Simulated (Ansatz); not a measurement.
Runs of Ansatz 0.2.0 on AlO2. It takes space group Cmcm (No. 63, orthorhombic). Conventional cell: a = 2.976 Å, b = 10.806 Å, c = 3.647 Å, α = 90.00°, β = 90.00°, γ = 90.00°. Around Al (site symmetry m2m) lie 6 O at 1.87 to 2.02 Å. Around O (site symmetry m2m) lie 2 Al at 1.88 Å. O (site symmetry m2m) has 4 Al at 1.87 to 2.02 Å as nearest neighbours. The cell comes from a database or a generator and needn't be the stable form of this composition.

```csv
potentials or basis,cutoff (eV),gap on the mesh (eV),pressure (GPa),relaxed volume (Å³/atom)
Ansatz PAW,420,0.98,0.0,8.59
PseudoDojo standard (PBEsol files),1143,0.97,0.0,8.56
PseudoDojo stringent (PBEsol files),1252,0.97,0.0,(a)
Ansatz PAW earlier set,930,0.98,0.0,8.59
JTH PAW,1380,0.98,0.0,8.59
```

Alike in all rows: task relaxation of cell and atoms; level PBEsol; no spin polarisation; cell relaxed; k mesh 9 × 9 × 7; smearing fermi-dirac 0.05 eV.

Q: Fill in the values left out.

A: (a) 8.57.

Caveats: odd divisions of the mesh miss points on the zone boundary, where band edges often lie, so the gap on the mesh can be too wide; the plane-wave basis is chosen anew once the cell has moved, so the energies of steps on either side of that aren't comparable; the PAW data sets come from PBE, with cores solved anew for the run's functional, which leaves a small shift of forces and pressure (some runs).

A k mesh can miss the band edges.

The runs don't all hold the same shells in valence.
